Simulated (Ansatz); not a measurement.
# MnPt2 (P-3m1) in Ansatz: further runs

One crystal, MnPt2, is run at these levels: PBEsol; tasks: single point, equation of state.

Program: Ansatz 0.2.0. These are calculated values, not measurements. Logs are shortened: lines on timing, memory, paths and dates and some standing lists are left out, and cuts for length are marked.

## 1. Starting point

Symmetry: P-3m1, No. 164, trigonal system. The conventional cell has a = 2.858 Å, b = 2.858 Å, c = 6.533 Å, α = 90.00°, β = 90.00°, γ = 120.00°. Pt (site symmetry 3m) has 3 Mn at 2.64 Å and 9 Pt at 2.86 to 2.91 Å as nearest neighbours. Mn (site symmetry -3m) is surrounded by 6 Pt at 2.64 Å and 6 Mn at 2.86 Å.

The cell comes from a database or a generator and needn't be the stable form of this composition.

## 2. Single point, PBEsol, collinear spin, ferromagnetic start, 14.48 Å³/atom (volume scaled by 0.94)

input.yaml reads:

```yaml
crystal:
  lattice:
    - [2.8000532941, 0.0, 0.0]
    - [-1.400026647, 2.4249172847, 0.0]
    - [0.0, 0.0, 6.3991501735]
  atoms:
    - { symbol: Pt, position: [0.6666666667, 0.3333333333, 0.316206] }
    - { symbol: Pt, position: [0.3333333333, 0.6666666667, 0.683794] }
    - { symbol: Mn, position: [0.0, 0.0, 0.0], spin: 4.0 }
kpoints:
  mp_grid: { grid: [11, 11, 4] }
scf:
  occupations: { method: fermi_dirac, width: 0.05 }
hamiltonian:
  xc: pbesol
  pseudopotentials: { kind: all_electron, lapw: { basis_error: 0.002 } }
magnetization:
  spin_polarized: true
output:
  forces: true
  stress: true
  eigenvalues: true
```

Potentials or basis: all-electron LAPW, scalar-relativistic.

On the command line:

```sh
ansatz run input.yaml --threads 4 --pin off --max-ram 12288MiB --backend cpu --events-out ev --progress --plain --runs-dir out
```

What it wrote:

```text
Warning: RAYON_NUM_THREADS=4 ignored (pool sized by the plan → 4); use --threads N
LAPW: plane waves up to 8.480 Å⁻¹, error target 2.0e-3 eV per atom; small_component_spin mean_spin; Mn in spheres of 1.255 Å, 15 of its electrons in bands, Dirac shells []; Pt in spheres of 1.335 Å, 42 of its electrons in bands, Dirac shells [] (how accurate: hamiltonian.pseudopotentials.lapw.basis_error, Limitations)
Engine: ansatz 0.2.0, x86_64-unknown-linux-gnu
Pseudopotentials: kind: all_electron
Pseudopotential: Pt, LAPW, valence charge 42, lapw/all_electron/scalar/gaussian/Pt, Koelling and Harmon's equation, gaussian nucleus
Pseudopotential: Mn, LAPW, valence charge 15, lapw/all_electron/scalar/gaussian/Mn, Koelling and Harmon's equation, gaussian nucleus
Functional definition: PBEsol
  exchange = pbesol_x
  correlation = pbesol_c
Crystal: 3 atoms, lattice volume = 43.450 Å³
Basis set: ecut = 273.9994194128361 eV, 461 PW (Γ), exchange–correlation at level 2
Bands: 62, of which v1, the nominal top of the filled ones, is band 50 counted from 1 (49 counted from 0)
Symmetry: 12 space group operations
Space group: P-3m1 (ITA 164), of the structure as read, at distance tolerance 3.5e-5 Å
Magnetic group: BNS 164.85 (UNI 1315), of the structure as read, at distance tolerance 3.5e-5 Å
k-points: 58 of 484
Non-local potential: Pt, projectors of the file, none
Non-local potential: Mn, projectors of the file, none
Initial density: superposition of atomic densities (chi_scale 0.1, normalization cell, long waves kept (reshape's long-wave potential 0.28 eV rms))
Starting moments: Σ|m| = 4 μB on 1 of 3 sites
Initial wavefunctions: plane waves of lowest kinetic energy (no species holds an atomic orbital)
Functional: x = pbesol(κ = 0.804, μ = 0.12345679012345678), c = pbesol(β = 0.046)
iter 1 solved again at ethr=1.63e-2 eV; its pass at ethr=1.00e-1 eV (dr2=1.61e1 eV) is discarded
SCF iter   1: F=—  HF=-1033137.179005 eV  |F-HF|=—  |Δ(HF+E_count)|=         —  Δρ=6.43e-2 (↑3.24e-2 ↓6.43e-2)  dr2=1.61e1  dr2_m=2.73e-1  M=2.923 μB ∫|m|=3.007 μB  β_m=0.30  ethr=1.63e-2  ⟨swp⟩=2.0  Hψ=44297  notcnv=0
Mixer restart at iter 1: flushing history
preconditioner: auto → Kerker (q_TF=auto, 3.130 Å⁻¹)  [metal: Δε(μ)=0.004 eV  Ē_g=11.932 eV  σ=0.050 eV  W_gap=0.02  n_scr=24 (ndim 8)  ℏωp=29.3 eV  f_vac=0.000  D(μ)=3.68/eV (n_scr^D=36)]
spin=Collinear: Kerker preconditioning applied to the charge; magnetization (m = ρ↑ − ρ↓) channel mixes plain (no charge-response kernel on spin).
iter 2 solved again at ethr=1.22e-3 eV; its pass at ethr=1.63e-2 eV (dr2=1.21e0 eV) is discarded
SCF iter   2: F=—  HF=-1033135.016028 eV  |F-HF|=—  |Δ(HF+E_count)|=    2.16e0  Δρ=1.83e-2 (↑9.35e-3 ↓1.83e-2)  dr2=1.21e0  dr2_m=2.69e-2  M=3.635 μB ∫|m|=3.679 μB  β_m=0.31  ethr=1.22e-3  ⟨swp⟩=2.0  Hψ=34430  notcnv=0
SCF iter   3: F=—  HF=-1033134.900602 eV  |F-HF|=—  |Δ(HF+E_count)|=         —  Δρ=1.62e-2 (↑7.10e-3 ↓1.62e-2)  dr2=1.48e0  dr2_m=9.79e-3  M=3.755 μB ∫|m|=3.803 μB  β_m=0.35  ethr=1.22e-3  ⟨swp⟩=2.0  Hψ=20654  notcnv=0
the basis was enlarged: its passes take 1.6 MiB over the memory plan, 4 of 4 planned eigensolver slots
SCF iter   4: F=—  HF=-1033134.800041 eV  |F-HF|=—  |Δ(HF+E_count)|=   1.01e-1  Δρ=8.65e-3 (↑5.54e-3 ↓8.65e-3)  dr2=4.87e-1  dr2_m=4.38e-3  M=3.911 μB ∫|m|=3.965 μB  β_m=0.68  ethr=1.22e-3  ⟨swp⟩=2.0  Hψ=20225  notcnv=0
SCF iter   5: F=—  HF=-1033134.774205 eV  |F-HF|=—  |Δ(HF+E_count)|=   2.58e-2  Δρ=4.14e-3 (↑4.14e-3 ↓3.09e-3)  dr2=2.22e-2  dr2_m=4.04e-3  M=4.136 μB ∫|m|=4.205 μB  β_m=0.64  ethr=4.92e-4  ⟨swp⟩=2.0  Hψ=20707  notcnv=0
[... 10 lines left out ...]
Initial density: read from a saved state, or passed on in memory by an earlier SCF of this step, an earlier step, the calling program or the single point that the run made first
Starting moments: Σ|m| = 4 μB on 1 of 3 sites; this step starts from the density that it was given
Initial wavefunctions: those read from a saved state, or passed on in memory by an earlier step or the calling program
iter 1 solved again at ethr=8.77e-12 eV; its pass at ethr=1.01e-6 eV (dr2=8.68e-9 eV) is discarded
SCF iter   1: F=—  HF=-1033134.749889 eV  |F-HF|=—  |Δ(HF+E_count)|=         —  Δρ=1.45e-6 (↑9.81e-7 ↓1.45e-6)  dr2=8.68e-9  dr2_m=9.59e-11  M=4.145 μB ∫|m|=4.217 μB  ethr=1.04e-11 (applied; sched 8.77e-12)  ⟨swp⟩=3.8  Hψ=52080  notcnv=0  reapply=116
the basis was enlarged: its passes take 1.6 MiB over the memory plan, 4 of 4 planned eigensolver slots
preconditioner: auto → Kerker (q_TF=auto, 3.130 Å⁻¹)  [metal: Δε(μ)=0.015 eV  Ē_g=12.441 eV  σ=0.050 eV  W_gap=0.07  n_scr=24 (ndim 8)  ℏωp=29.3 eV  f_vac=0.000  D(μ)=3.17/eV (n_scr^D=36)]
spin=Collinear: Kerker preconditioning applied to the charge; magnetization (m = ρ↑ − ρ↓) channel mixes plain (no charge-response kernel on spin).
SCF iter   2: F=—  HF=-1033135.723358 eV  |F-HF|=—  |Δ(HF+E_count)|=   9.73e-1  Δρ=5.19e-2 (↑3.63e-2 ↓5.19e-2)  dr2=1.23e1  dr2_m=3.59e-2  M=-1.836 μB ∫|m|=1.876 μB  ethr=1.01e-6  ⟨swp⟩=4.0  Hψ=26507  notcnv=0
SCF iter   3: F=—  HF=-1033134.874259 eV  |F-HF|=—  |Δ(HF+E_count)|=   8.49e-1  Δρ=1.50e-2 (↑1.50e-2 ↓8.13e-3)  dr2=1.52e0  dr2_m=6.63e-3  M=-3.878 μB ∫|m|=3.952 μB  ethr=6.81e-6  ⟨swp⟩=3.3  Hψ=24896  notcnv=0
SCF iter   4: F=—  HF=-1033134.751664 eV  |F-HF|=—  |Δ(HF+E_count)|=   1.23e-1  Δρ=1.24e-3 (↑7.51e-4 ↓1.24e-3)  dr2=3.76e-3  dr2_m=2.07e-4  M=-4.126 μB ∫|m|=4.195 μB  ethr=1.01e-6  ⟨swp⟩=3.0  Hψ=24380  notcnv=0
iter 5 solved again at ethr=2.57e-8 eV; its pass at ethr=1.01e-6 eV (dr2=2.54e-5 eV) is discarded
SCF iter   5: F=—  HF=-1033134.749901 eV  |F-HF|=—  |Δ(HF+E_count)|=   1.76e-3  Δρ=1.29e-4 (↑1.29e-4 ↓1.08e-4)  dr2=2.55e-5  dr2_m=2.45e-6  M=-4.142 μB ∫|m|=4.213 μB  ethr=2.57e-8  ⟨swp⟩=2.0  Hψ=35151  notcnv=0
an SCF towards the filling of the open d shells in which the orbitals that avoid the neighbouring atoms hold both spins ahead of the others, with the run's symmetry operations kept, reached no lower state that the run goes on to. This is no proof of a minimum
SCF converged after 14 iterations
Magnetization: 4.1455 μB (51.5727 up, 47.4273 down)
Absolute magnetization: 4.2169 μB (∫|ρ↑−ρ↓|)
Spin contamination: 0.1052 ħ² per cell (⟨S²⟩ above its minimum at these occupations)
Per-site moments (μB) at R_I (Å): [(0.2672927054785248, 1.335369226621085), (0.2672927054785248, 1.335369226621085), (3.509384764000698, 1.2545692327412625)]
Free energy (F): -1033134.749889 eV
Harris-Foulkes:  -1033134.749889 eV  (|F-HF|=1.37e-8)
Internal energy: -1033134.723751 eV  (E = F + TS)
E sigma→0 (E₀):  -1033134.736820 eV
Entropy (-TS):   -0.026138 eV (-8.713 meV/atom)
Fermi energy:    25.092036 eV
--- Per-component energies (eV) ---
  E_band       = -7021.004226
  E_kinetic    = 1169252.753853
  E_xc         = -20501.925240
  E_electrostatic = -2181885.552364  (all electrons and nuclei)
  E_smearing   = -0.026138  (= −TS)
  E_closure    = 0.000000  (closes the sum)
  E_atoms      = -1033110.324505  (free atoms, spherical and without spin; not in F)
  Σ components = -1033134.749889   (vs F -1033134.749889, Δ=0.00e0)
  Basis errors (estimates in eV, not in F): energy 5.3e-4 per atom: plane waves 4.7e-4 (2.5e-4 summed), levels above the bands 4.3e-129, relativity 1.0e-7, radial functions 6.2e-5, core shells 3.4e-7; eigenvalues (radial functions only) 3.7e-6; not estimated: angular momenta, meshes, grids; target (lapw.basis_error) 2.0e-3; muffin-tin radii Mn 1.255 Å, Pt 1.335 Å
--- Forces (eV/Å), atoms counted from 1 ---
  atom   1  Pt    -0.00000000    -0.00000000     0.14352271
  atom   2  Pt     0.00000000     0.00000000    -0.14352271
  atom   3  Mn     0.00000000     0.00000000     0.00000000
  max |Σ_I F_I| component: 2.78e-17 eV/Å
--- Stress (GPa, compression-positive) ---
       -0.189872       0.000000      -0.000000
        0.000000      -0.189872      -0.000000
       -0.000000      -0.000000       5.343435
  P = ⅓ Tr σ = 1.6546 GPa (16.546 kbar)
--- Band table (eV; the first three rows and the last of 116) ---
  k-point 0 ↑: bands = ["-278.0994", "-278.0994", "-278.0577", "-278.0577", "-278.0577", "-278.0577", "-278.0411", "-278.0411", "-278.0411", "-278.0411", "-73.5596", "-73.5487", "-55.4867", "-42.0487", "-42.0480", "-42.0286", "-42.0286", "-42.0277", "-42.0277", "-42.0010", "-42.0009", "-41.9994", "-41.9994", "-41.9944", "-41.9944", "-41.9943", "-41.9943", "-27.8688", "-27.7047", "-27.5979", "-27.5979", "-27.5745", "-27.5745", "-24.3539", "-24.2692", "-24.2692", "15.1501", "17.4913", "18.8752", "21.1552", "21.1552", "21.3811", "21.3811", "21.6118", "22.0332", "22.0332", "22.2755", "22.9163", "23.5891", "23.5891", "23.9276", "23.9276", "24.3981", "24.3981", "35.5693", "36.7153", "40.0074", "40.0240", "42.3934", "44.4648", "44.4648", "44.8536"]
  k-point 1 ↑: bands = ["-278.0994", "-278.0994", "-278.0577", "-278.0577", "-278.0577", "-278.0577", "-278.0411", "-278.0411", "-278.0411", "-278.0411", "-73.5596", "-73.5487", "-55.4867", "-42.0487", "-42.0480", "-42.0286", "-42.0286", "-42.0277", "-42.0277", "-42.0010", "-42.0009", "-41.9994", "-41.9994", "-41.9944", "-41.9944", "-41.9943", "-41.9943", "-27.8748", "-27.6983", "-27.5982", "-27.5982", "-27.5742", "-27.5742", "-24.3544", "-24.2692", "-24.2692", "15.4182", "17.1561", "18.6858", "20.9442", "21.1684", "21.1684", "21.4049", "21.4049", "22.1275", "22.1275", "22.5705", "23.4378", "23.4378", "23.5221", "23.5221", "24.0361", "24.8480", "24.8480", "33.1956", "38.8750", "39.5742", "40.4209", "43.1528", "43.7494", "43.7494", "45.0646"]
  k-point 2 ↑: bands = ["-278.0994", "-278.0994", "-278.0577", "-278.0577", "-278.0577", "-278.0577", "-278.0411", "-278.0411", "-278.0411", "-278.0411", "-73.5596", "-73.5487", "-55.4867", "-42.0487", "-42.0480", "-42.0286", "-42.0286", "-42.0277", "-42.0277", "-42.0010", "-42.0009", "-41.9994", "-41.9994", "-41.9944", "-41.9944", "-41.9943", "-41.9943", "-27.8804", "-27.6922", "-27.5984", "-27.5984", "-27.5740", "-27.5740", "-24.3550", "-24.2692", "-24.2692", "15.9364", "16.5286", "18.5336", "20.7726", "21.1485", "21.1485", "21.5006", "21.5006", "22.1876", "22.1876", "22.5207", "23.1603", "23.1603", "23.4363", "23.4363", "25.1003", "25.1003", "25.1702", "31.6853", "39.2655", "40.0793", "41.2554", "42.8503", "43.3680", "43.3680", "44.7371"]
  k-point 57 ↓: bands = ["-278.0633", "-278.0633", "-278.0381", "-278.0381", "-278.0381", "-278.0381", "-278.0146", "-278.0146", "-278.0146", "-278.0146", "-73.3751", "-73.3739", "-51.6965", "-42.0031", "-42.0030", "-41.9886", "-41.9881", "-41.9881", "-41.9875", "-41.9656", "-41.9656", "-41.9636", "-41.9634", "-41.9633", "-41.9631", "-41.9580", "-41.9580", "-27.6827", "-27.6654", "-27.6223", "-27.5891", "-27.5269", "-27.5143", "-20.7025", "-20.6941", "-20.6574", "19.7944", "19.8205", "20.2465", "20.6542", "20.7027", "20.8987", "21.3885", "22.3925", "22.6162", "23.0585", "25.6746", "26.2015", "26.2068", "26.2928", "27.5260", "29.8545", "30.2509", "30.3916", "31.1074", "32.3357", "33.2708", "37.0002", "37.1295", "38.5154", "39.1056", "39.8376"]
```

Run time: 91 s. Hardware: 4 threads of Intel Xeon Platinum 8375C at 2.90GHz (Ice Lake), shared host; peak memory 1.9 GiB.

What came out:

| Property | Result |
| --- | --- |
| Free energy | -1033134.7499 eV |
| Pressure | 1.7 GPa |
| Largest force | 0.144 eV/Å |
| Band gap on the k mesh | none (metal or under the smearing width) |
| Net moment | 4.15 μB per cell |
| Absolute moment | 4.22 μB per cell |
| Site moments | Pt +0.27; Mn +3.51 μB |

## 3. Single point, PBEsol, collinear spin, ferromagnetic start, 14.79 Å³/atom (volume scaled by 0.96)

Changes to input.yaml since step 2:

```diff
@@ -2,5 +2,5 @@
   lattice:
-    - [2.8000532941, 0.0, 0.0]
-    - [-1.400026647, 2.4249172847, 0.0]
-    - [0.0, 0.0, 6.3991501735]
+    - [2.8197726289, 0.0, 0.0]
+    - [-1.4098863145, 2.4419947296, 0.0]
+    - [0.0, 0.0, 6.4442160962]
   atoms:
```

Potentials or basis: all-electron LAPW, scalar-relativistic.

On the command line:

```sh
ansatz run input.yaml --threads 4 --pin off --max-ram 12288MiB --backend cpu --events-out ev --progress --plain --runs-dir out
```

Run time: 81 s. Hardware: 4 threads of Intel Xeon Platinum 8375C at 2.90GHz (Ice Lake), shared host; peak memory 1.9 GiB.

It converged, with:

```
Free energy            : -1033134.7477 eV
Pressure               : -2.3 GPa
Largest force          : 0.105 eV/Å
Band gap on the k mesh : none (metal or under the smearing width)
Net moment             : 4.29 μB per cell
Absolute moment        : 4.36 μB per cell
Site moments           : Pt +0.29; Mn +3.62 μB
```

## 4. Single point, PBEsol, collinear spin, ferromagnetic start, 15.10 Å³/atom (volume scaled by 0.98)

Changes to input.yaml since step 3:

```diff
@@ -2,5 +2,5 @@
   lattice:
-    - [2.8197726289, 0.0, 0.0]
-    - [-1.4098863145, 2.4419947296, 0.0]
-    - [0.0, 0.0, 6.4442160962]
+    - [2.8392199513, 0.0, 0.0]
+    - [-1.4196099756, 2.4588366048, 0.0]
+    - [0.0, 0.0, 6.4886603702]
   atoms:
```

On the command line:

```sh
ansatz run input.yaml --threads 4 --pin off --max-ram 12288MiB --backend cpu --events-out ev --progress --plain --runs-dir out
```

It took 1.7 min on 4 threads of Intel Xeon Platinum 8375C at 2.90GHz (Ice Lake), shared host; peak memory 1.8 GiB.

Results (log left out):

| Quantity | Value |
| --- | --- |
| Free energy | -1033134.7238 eV |
| Pressure | -5.9 GPa |
| Largest force | 0.066 eV/Å |
| Band gap on the k mesh | none (metal or under the smearing width) |
| Net moment | 4.42 μB per cell |
| Absolute moment | 4.49 μB per cell |
| Site moments | Pt +0.30; Mn +3.71 μB |

## 5. Single point, PBEsol, collinear spin, ferromagnetic start, 15.41 Å³/atom

Changes to input.yaml since step 4:

```diff
@@ -2,5 +2,5 @@
   lattice:
-    - [2.8392199513, 0.0, 0.0]
-    - [-1.4196099756, 2.4588366048, 0.0]
-    - [0.0, 0.0, 6.4886603702]
+    - [2.8584044518, 0.0, 0.0]
+    - [-1.4292022259, 2.4754508696, 0.0]
+    - [0.0, 0.0, 6.532504]
   atoms:
```

On the command line:

```sh
ansatz run input.yaml --threads 4 --pin off --max-ram 12288MiB --backend cpu --events-out ev --progress --plain --runs-dir out
```

Wall time 36 s (4 threads of Intel Xeon Platinum 8375C at 2.90GHz (Ice Lake), shared host); peak memory 0.93 GiB.

The run converged. Its results:

- Free energy: -1033134.6802 eV
- Pressure: -9.2 GPa
- Largest force: 0.027 eV/Å
- Band gap on the k mesh: none (metal or under the smearing width)
- Net moment: 4.51 μB per cell
- Absolute moment: 4.59 μB per cell
- Site moments: Pt +0.31; Mn +3.78 μB

## 6. Single point, PBEsol, collinear spin, ferromagnetic start, 15.72 Å³/atom (volume scaled by 1.02)

Changes to input.yaml since step 5:

```diff
@@ -2,5 +2,5 @@
   lattice:
-    - [2.8584044518, 0.0, 0.0]
-    - [-1.4292022259, 2.4754508696, 0.0]
-    - [0.0, 0.0, 6.532504]
+    - [2.8773348343, 0.0, 0.0]
+    - [-1.4386674171, 2.4918450617, 0.0]
+    - [0.0, 0.0, 6.5757668767]
   atoms:
```

Potentials or basis: all-electron LAPW, scalar-relativistic.

On the command line:

```sh
ansatz run input.yaml --threads 4 --pin off --max-ram 12288MiB --backend cpu --events-out ev --progress --plain --runs-dir out
```

It took 89 s on 4 threads of Intel Xeon Platinum 8375C at 2.90GHz (Ice Lake), shared host; peak memory 1.9 GiB.

Results (log left out):

| Item | Value |
| --- | --- |
| Free energy | -1033134.6183 eV |
| Pressure | -12.2 GPa |
| Largest force | 0.012 eV/Å |
| Band gap on the k mesh | none (metal or under the smearing width) |
| Net moment | 4.58 μB per cell |
| Absolute moment | 4.66 μB per cell |
| Site moments | Pt +0.32; Mn +3.84 μB |

## 7. Single point, PBEsol, collinear spin, ferromagnetic start, 16.02 Å³/atom (volume scaled by 1.04)

Changes to input.yaml since step 6:

```diff
@@ -2,5 +2,5 @@
   lattice:
-    - [2.8773348343, 0.0, 0.0]
-    - [-1.4386674171, 2.4918450617, 0.0]
-    - [0.0, 0.0, 6.5757668767]
+    - [2.8960193503, 0.0, 0.0]
+    - [-1.4480096751, 2.5080263272, 0.0]
+    - [0.0, 0.0, 6.6184678581]
   atoms:
```

On the command line:

```sh
ansatz run input.yaml --threads 4 --pin off --max-ram 12288MiB --backend cpu --events-out ev --progress --plain --runs-dir out
```

Wall time 35 s (4 threads of Intel Xeon Platinum 8375C at 2.90GHz (Ice Lake), shared host); peak memory 0.94 GiB.

Results (log left out):

- Free energy: -1033134.5398 eV
- Pressure: -14.9 GPa
- Largest force: 0.050 eV/Å
- Band gap on the k mesh: none (metal or under the smearing width)
- Net moment: 4.63 μB per cell
- Absolute moment: 4.72 μB per cell
- Site moments: Pt +0.32; Mn +3.88 μB

## 8. Single point, PBEsol, collinear spin, ferromagnetic start, 16.33 Å³/atom (volume scaled by 1.06)

Changes to input.yaml since step 7:

```diff
@@ -2,5 +2,5 @@
   lattice:
-    - [2.8960193503, 0.0, 0.0]
-    - [-1.4480096751, 2.5080263272, 0.0]
-    - [0.0, 0.0, 6.6184678581]
+    - [2.9144658307, 0.0, 0.0]
+    - [-1.4572329154, 2.5240014479, 0.0]
+    - [0.0, 0.0, 6.6606248409]
   atoms:
```

On the command line:

```sh
ansatz run input.yaml --threads 4 --pin off --max-ram 12288MiB --backend cpu --events-out ev --progress --plain --runs-dir out
```

Wall time 33 s (4 threads of Intel Xeon Platinum 8375C at 2.90GHz (Ice Lake), shared host); peak memory 0.93 GiB.

The run converged. Its results:

```
Free energy            : -1033134.4466 eV
Pressure               : -17.3 GPa
Largest force          : 0.088 eV/Å
Band gap on the k mesh : none (metal or under the smearing width)
Net moment             : 4.67 μB per cell
Absolute moment        : 4.76 μB per cell
Site moments           : Pt +0.32; Mn +3.93 μB
```

## 9. Equation of state, PBEsol, collinear spin, ferromagnetic start

Potentials or basis: all-electron LAPW, scalar-relativistic.

No new run: the results of the series are fitted here.

Results:

- Equilibrium volume: 14.61 Å³/atom
- Bulk modulus at fixed shape and positions: 189 GPa
- Pressure derivative of the bulk modulus: 3.4

Energy against volume, from the lowest point:
```
volume (Å³/atom)  energy (meV/atom)
          14.483               0.00
          14.791               0.74
          15.099               8.69
          15.408              23.24
          15.716              43.87
          16.024              70.02
          16.332             101.10
```

Caveat: the cell was scaled at fixed shape and fractional positions, which overstates the stiffness of a crystal with free parameters, most of all of layers and chains. The run has no spin-orbit coupling, so splittings on Pt are missing.
